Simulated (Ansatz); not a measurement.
# SnH₅O+ (SMILES [OH2+][SnH3]): functionals against CCSD(T) at one geometry

A test off equilibrium: a structure displaced at random from a GFN2-xTB minimum is computed at several levels, and each is set against CCSD(T).

Program: Ansatz 0.2.0, Gaussian basis. Level of theory: single points in def2-TZVPP. These are calculated values, not measurements.

Correlated methods freeze the cores. Filled d shells of the heavier atoms are correlated. Core potentials replace the inner electrons past krypton, and spin-orbit coupling is left out.

**1. Where the work starts**

7 atoms, charge 1, spin multiplicity 1.

Atoms are counted from 1 here; the program's logs count them from 0.

Bond lengths: O1–Sn2 2.283 Å, O1–H3 0.958 Å, O1–H4 1.057 Å, Sn2–H5 1.742 Å, Sn2–H6 1.773 Å, Sn2–H7 1.616 Å. Angles: Sn2–O1–H3 131.8°, Sn2–O1–H4 116.9°, H3–O1–H4 107.6°, O1–Sn2–H5 96.2°, O1–Sn2–H6 98.7°, O1–Sn2–H7 96.6°, H5–Sn2–H6 108.4°, H5–Sn2–H7 125.0°, H6–Sn2–H7 122.0°.

Geometry (Å):

```xyz
7

O    -0.1456   -1.1995    0.0557
Sn    0.1568    1.0472   -0.2157
H    -0.9186   -1.7566   -0.0444
H     0.5262   -1.6976    0.7023
H    -0.8826    1.2098   -1.6044
H    -0.7262    1.6111    1.2152
H     1.7718    1.0123   -0.2656
```

**2. CCSD(T)/def2-TZVPP**

Contents of run/in.yaml:

```yaml
crystal:
  periodic: [false, false, false]
  atoms:
    - {symbol: O, position_ang: [-0.145600, -1.199500, 0.055700]}
    - {symbol: Sn, position_ang: [0.156800, 1.047200, -0.215700]}
    - {symbol: H, position_ang: [-0.918600, -1.756600, -0.044400]}
    - {symbol: H, position_ang: [0.526200, -1.697600, 0.702300]}
    - {symbol: H, position_ang: [-0.882600, 1.209800, -1.604400]}
    - {symbol: H, position_ang: [-0.726200, 1.611100, 1.215200]}
    - {symbol: H, position_ang: [1.771800, 1.012300, -0.265600]}
basis:
  gaussian: {orbitals: def2-TZVPP}
total_charge: 1
correlation: {method: ccsd_t}
output: {forces: true}
```

The command line of these runs was not kept.

**3. PBE0-D4/def2-TZVPP**

Edit run/in.yaml of step 2 so:

```diff
@@ -13,3 +13,3 @@
 total_charge: 1
-correlation: {method: ccsd_t}
-output: {forces: true}
+hamiltonian: {xc: pbe0, dispersion: d4}
+output: {forces: true, orbitals: {seedname: orbitals}}
```

**4. wB97M-V/def2-TZVPP**

Edit run/in.yaml of step 3 so:

```diff
@@ -13,3 +13,3 @@
 total_charge: 1
-hamiltonian: {xc: pbe0, dispersion: d4}
-output: {forces: true, orbitals: {seedname: orbitals}}
+hamiltonian: {xc: {name: wB97M-V}}
+output: {forces: true}
```

**5. r2SCAN-D4/def2-TZVPP**

Edit run/in.yaml of step 4 so:

```diff
@@ -13,3 +13,3 @@
 total_charge: 1
-hamiltonian: {xc: {name: wB97M-V}}
+hamiltonian: {xc: r2scan, dispersion: d4}
 output: {forces: true}
```

**6. PBE-D4/def2-TZVPP**

Edit run/in.yaml of step 5 so:

```diff
@@ -13,3 +13,3 @@
 total_charge: 1
-hamiltonian: {xc: r2scan, dispersion: d4}
+hamiltonian: {xc: pbe, dispersion: d4}
 output: {forces: true}
```

**7. CAM-B3LYP-D4/def2-TZVPP**

Edit run/in.yaml of step 6 so:

```diff
@@ -13,3 +13,3 @@
 total_charge: 1
-hamiltonian: {xc: pbe, dispersion: d4}
+hamiltonian: {xc: {name: CAM-B3LYP}, dispersion: d4}
 output: {forces: true}
```

**8. BLYP-D4/def2-TZVPP**

Edit run/in.yaml of step 7 so:

```diff
@@ -13,3 +13,3 @@
 total_charge: 1
-hamiltonian: {xc: {name: CAM-B3LYP}, dispersion: d4}
+hamiltonian: {xc: {name: BLYP}, dispersion: d4}
 output: {forces: true}
```

(Steps that only read results are left out.)

Before running it: what results should come out? Wanted: energy less free atoms, CCSD(T)/def2-TZVPP; RMS force component; RMS force error; HOMO and LUMO, PBE0-D4; T1 diagnostic.

**Answer**, as computed:

```
                                  quantity                                                                                                value
energy less free atoms, CCSD(T)/def2-TZVPP                                                                                       -1102.0 kJ/mol
                       RMS force component                                                                 1.225 to 1.331 eV/Å over the methods
                           RMS force error  PBE0-D4 0.080, wB97M-V 0.042, r2SCAN-D4 0.063, PBE-D4 0.209, CAM-B3LYP-D4 0.051, BLYP-D4 0.246 eV/Å
                    HOMO and LUMO, PBE0-D4                                                                                  -14.30 and -6.98 eV
                             T1 diagnostic                                                                                                0.012
```

Against CCSD(T) the functionals' energies less atoms differ by -30.6 to +17.0 kJ/mol, PBE-D4 by -16.6 kJ/mol. CCSD(T) in triple zeta still lacks some correlation energy of the bonds, so part of these gaps is its own basis error and they don't rank the functionals. For forces wB97M-V does best and BLYP-D4 worst. Frozen-core CCSD(T) forces in triple zeta carry basis errors of their own, and this is one geometry, so small gaps rank nothing.
